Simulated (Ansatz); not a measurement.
# InH₂S₂F: small, medium and large basis sets

How large a basis does InH₂S₂F need? Two functionals are run in growing sets.

Program: Ansatz 0.2.0, Gaussian basis. Level of theory: one geometry, several basis sets. These are calculated values, not measurements.

The runs, in order: PBE0-D4/def2-SVP; ωB97M-V/def2-SVP; PBE0-D4/def2-QZVPP; ωB97M-V/def2-QZVPP; the functionals' def2-TZVPP values are taken from earlier runs.

## 1. Structure used throughout

All runs share one geometry, relaxed beforehand with PBE0-D4 in a triple-zeta def2 set. In takes the def2 core potential; no spin-orbit term is included.

SMILES `[F][In]([SH])[SH]`, 6 atoms, charge 0, spin multiplicity 1.

Atoms are counted from 1 here; the program's logs count them from 0.

Bond lengths: F1–In2 1.946 Å, In2–S3 2.360 Å, In2–S4 2.357 Å, S3–H5 1.345 Å, S4–H6 1.345 Å. Angles: F1–In2–S3 113.6°, F1–In2–S4 114.8°, S3–In2–S4 131.6°, In2–S3–H5 91.3°, In2–S4–H6 92.9°.

## 2. PBE0-D4 in def2-SVP

Input file in.yaml:

```yaml
crystal:
  periodic: [false, false, false]
  atoms:
    - {symbol: F, position_ang: [-0.767913, -2.087525, 0.493625]}
    - {symbol: In, position_ang: [-0.263248, -0.258075, 0.062147]}
    - {symbol: S, position_ang: [2.069813, 0.081278, -0.034017]}
    - {symbol: S, position_ang: [-2.073128, 1.215183, -0.265040]}
    - {symbol: H, position_ang: [2.300076, -1.210384, 0.263211]}
    - {symbol: H, position_ang: [-1.265589, 2.259523, -0.519936]}
basis:
  gaussian: {orbitals: def2-SVP}
hamiltonian: {xc: pbe0, dispersion: d4}
output: {orbitals: {seedname: orbitals}}
```

Launch:

```sh
$ ansatz run in.yaml --threads 4 --pin off --events-out ev --progress --plain --max-ram 10444MiB
```

The runs that follow: ωB97M-V in def2-SVP; PBE0-D4 in def2-QZVPP; ωB97M-V in def2-QZVPP.

**Question.** What will the summary of the whole plan be? Wanted: PBE0-D4: double and triple zeta above quadruple; ωB97M-V: double and triple zeta above quadruple.

**Answer**, as computed:

| quantity | value |
| --- | --- |
| PBE0-D4: double and triple zeta above quadruple | 12.23, 0.87 eV |
| ωB97M-V: double and triple zeta above quadruple | 12.22, 0.83 eV |

**Reading.** PBE0-D4 gains 11.37 eV from double to triple zeta, then 0.87 eV more. These are total energies; as a rule much of such shifts cancels in differences, which this series doesn't test.
